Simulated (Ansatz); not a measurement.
This script makes a ranking of structure types by relaxed energy of Sc on several prototypes with the Ansatz DFT code, driven from Python.

`prototypes_sc.py`:
```python
# -*- coding: utf-8 -*-
"""Structural preference of Sc among simple prototypes."""

import warnings

import ansatz as az
import numpy as np
import pandas as pd
import spglib


def diamond(A, a):
    return (
        az.Lattice.fcc(a)
        .space_group(227, origin_choice=1)
        .atom(A, (0, 0, 0))
        .primitive()
    )


def sc(a_site, a):
    return (
        az.Lattice.cubic(a)
        .space_group(221)
        .atom(a_site, (0, 0, 0))
    )


def fcc(a_site, a):
    return (
        az.Lattice.fcc(a)
        .space_group(225)
        .atom(a_site, (0, 0, 0))
        .primitive()
    )


def compute(name, crystal):
    calc = (
        crystal.calculation()
        .functional("pbesol")
        .basis(18 * az.Ha)
        .kpoints(spacing=0.33)
        .occupations("fermi_dirac", width=0.05)
        .stress()
        .band_table()
    )
    calc = calc.relax(force_tolerance=0.03, cell=True)
    return calc.run()


def volume_per_atom(outcome):
    return abs(np.linalg.det(outcome.lattice.cell_ang)) / len(outcome.lattice.sites)


def pressure_gpa(outcome):
    return float(np.trace(outcome.report["stress_gpa"]) / 3)


def space_group(outcome):
    sites = outcome.report["lattice"]["sites"]
    kinds = sorted({site["symbol"] for site in sites})
    cell = (outcome.lattice.cell_ang, [site["position_frac"] for site in sites], [kinds.index(site["symbol"]) for site in sites])
    return spglib.get_spacegroup(cell, symprec=0.01)

# starting lattice constants are rough guesses; the relaxation finds the rest
warnings.simplefilter("ignore")

phases = {}
phases["diamond"] = diamond("Sc", 6.38)
phases["sc"] = sc("Sc", 3.02)
phases["fcc"] = fcc("Sc", 4.64)

done = {}
for name, crystal in phases.items():
    try:
        done[name] = compute(name, crystal)
    except az.NonConvergedError as error:
        print(name, "did not converge:", str(error)[:120])

energy = {name: o.report["energy_sigma0_ev"] / len(o.lattice.sites) for name, o in done.items()}
lowest = min(energy.values())
rows = [(name, len(o.lattice.sites), 1000 * (energy[name] - lowest), volume_per_atom(o), pressure_gpa(o), space_group(o)) for name, o in done.items()]
rows.sort(key=lambda row: row[2])
print(pd.DataFrame(rows, columns=["phase", "atoms", "dE (meV/atom)", "V (A^3/atom)", "P (GPa)", "space group"]).round(4).to_string(index=False))
print("lowest in energy:", rows[0][0])
```

Which of these structures comes out lowest, and how far apart are they?

By space group at the end of each run: Fm-3m (+0 meV an atom, 23.6 Å³), Pm-3m (+715 meV an atom, 24.7 Å³) and Fd-3m (+1973 meV an atom, 30.6 Å³).

What the script printed:

Output of `python prototypes_sc.py`:
```text
  phase  atoms  dE (meV/atom)  V (A^3/atom)  P (GPa) space group
    fcc      1         0.0000       23.5525  -0.0047 Fm-3m (225)
     sc      1       714.9131       24.7014   0.0029 Pm-3m (221)
diamond      2      1973.3730       30.5543  -0.0093 Fd-3m (227)
lowest in energy: fcc
```

What to keep in mind:
- For the metals among these phases the mesh is modest: differences between phases can be off by up to 40 meV an atom.
- Pressure is positive in compression.
- The cells are built on prototypes, so most aren't the phase found in nature. Rows bear the name of their start, and a relaxation keeps or raises the symmetry. Differences under about 40 meV an atom lie within the error of mesh and functional.
- Hardware and time: 13 s on 1 thread of Arm Neoverse V2, on a shared host, peak memory 0.45 GiB.

(A comment or docstring line of the script was reworded after the run, the code is as it ran.)
